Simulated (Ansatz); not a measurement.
MgC2:

```xyz
6
Lattice="3.9508 0.0000 0.0000 0.0000 3.9508 0.0000 0.0000 0.0000 4.9871" Properties=species:S:1:pos:R:3 pbc="T T T"
Mg    0.0000    0.0000    2.4935
Mg    1.9754    1.9754    0.0000
C     1.5315    2.4192    2.4935
C     2.4192    1.5315    2.4935
C     3.5069    3.5069    0.0000
C     0.4439    0.4439    0.0000
```

The cell comes from a database or a generator and needn't be the stable form of this composition.

The cell isn't the ideal one: another cell of the same crystal, with 6 atoms.

Base run:

```yaml
Program: Ansatz 0.2.0
Functional: LDA
Potentials_or_basis: Ansatz PAW
Cutoff: "420 eV (not typed: the program's choice for these potentials)"
k_mesh: 7 × 7 × 6
Occupations: tetrahedron
Spin: no spin polarisation
```

Its results: band gap on the k mesh 2.48 eV, indirect (least direct gap 2.85 eV); pressure -5.6 GPa; largest force 0.485 eV/Å.

Task: The run is repeated on the same cell with these changes: functional from LDA to PBE; occupations from tetrahedron to gaussian, width 0.1 eV. What comes out?

Result: Band gap on the k mesh 2.59 eV, indirect (least direct gap 2.95 eV); pressure -0.3 GPa; largest force 0.115 eV/Å.

Caveats: odd divisions of the mesh miss points on the zone boundary, where band edges often lie, so the gap on the mesh can be too wide; the PAW data sets come from PBE, with cores solved anew for the run's functional, which leaves a small shift of forces and pressure (some runs); with tetrahedron occupations forces and stress needn't match the slope of the energy (some runs).

A k mesh can miss the band edges.
